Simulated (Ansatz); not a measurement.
The system is SrFeMoO5.

```xyz
8
Lattice="4.8578 0.0000 0.0000 -0.2982 4.9767 0.0000 -2.0365 -2.3530 5.2235" Properties=species:S:1:pos:R:3 pbc="T T T"
Mo    2.3038    2.5053    0.5870
Sr    0.2948    0.2058    2.5537
Fe    2.4511    2.5774    4.5026
O     1.0458    1.0506    0.5153
O    -0.7569    1.1267    4.6424
O     2.1333    2.2819    2.5208
O     1.3695   -0.7020    4.6218
O     3.5297    3.9367    0.9201
```

The cell comes from a database or a generator and needn't be the stable form of this composition.

| Quantity | Value |
| --- | --- |
| Program | Ansatz 0.2.0 |
| Task | single point |
| Functional | PBE |
| Potentials or basis | Ansatz PAW |
| Cutoff | 420 eV (not typed: the program's choice for these potentials) |
| k mesh | 6 × 6 × 5 |
| Occupations | fermi-dirac, width 0.05 eV |
| Spin | collinear spin, ferromagnetic start |
| Starting moments | [1.0, 0.0, 3.0, 0.0, 0.0, 0.0, 0.0, 0.0] μB |

On this cell: pressure -4.4 GPa; largest force 0.754 eV/Å; net moment 4.00 μB per cell; site moments Mo -0.04; Sr +0.00; Fe +3.29; O +0.09, +0.05, +0.06 μB; band gap on the k mesh none (metal or under the smearing width).

The same run follows on a disturbed copy (atoms moved at random, drawn with an rms of 0.05 Å):

```
Mo Sr Fe O
1.0
     4.85785    0.00000    0.00000
    -0.29818    4.97673    0.00000
    -2.03650   -2.35304    5.22347
Mo Sr Fe O
1 1 1 5
Direct
  0.55914 0.54822 0.11625
  0.27564 0.27464 0.49267
  0.92385 0.93159 0.85504
  0.26954 0.26387 0.09400
  0.25170 0.64844 0.89401
  0.68673 0.68656 0.49036
  0.67256 0.27732 0.89043
  0.85259 0.87311 0.17605
```

Q: What does the disturbed cell give?

A: The energy (extrapolated to zero smearing) moves by +13.7 meV/atom; pressure -4.3 GPa; largest force 2.242 eV/Å; net moment 4.00 μB per cell; site moments Mo -0.04; Sr +0.00; Fe +3.26; O +0.08, +0.06, +0.10, +0.05 μB; band gap on the k mesh none (metal or under the smearing width).

Forces in eV/Å, atoms in the order of the input:
```
Mo  -0.470  2.041 -0.799
Sr   0.099  0.120 -0.103
Fe   0.047 -0.344  0.763
O   -0.739 -1.018 -0.086
O    0.779 -0.418  0.605
O    0.096 -0.054 -0.071
O    0.148 -0.357 -0.097
O    0.040  0.030 -0.211
```

Stress tensor (GPa, compression positive):
```
-3.12  1.46 -1.23
 1.46 -2.96  0.62
-1.23  0.62 -6.89
```

Caveats: a cell with one magnetic atom can't hold antiferromagnetic order, which such compounds often take; semilocal functionals often make such compounds metallic where correlation or magnetic order opens a gap, which also shifts bond lengths.
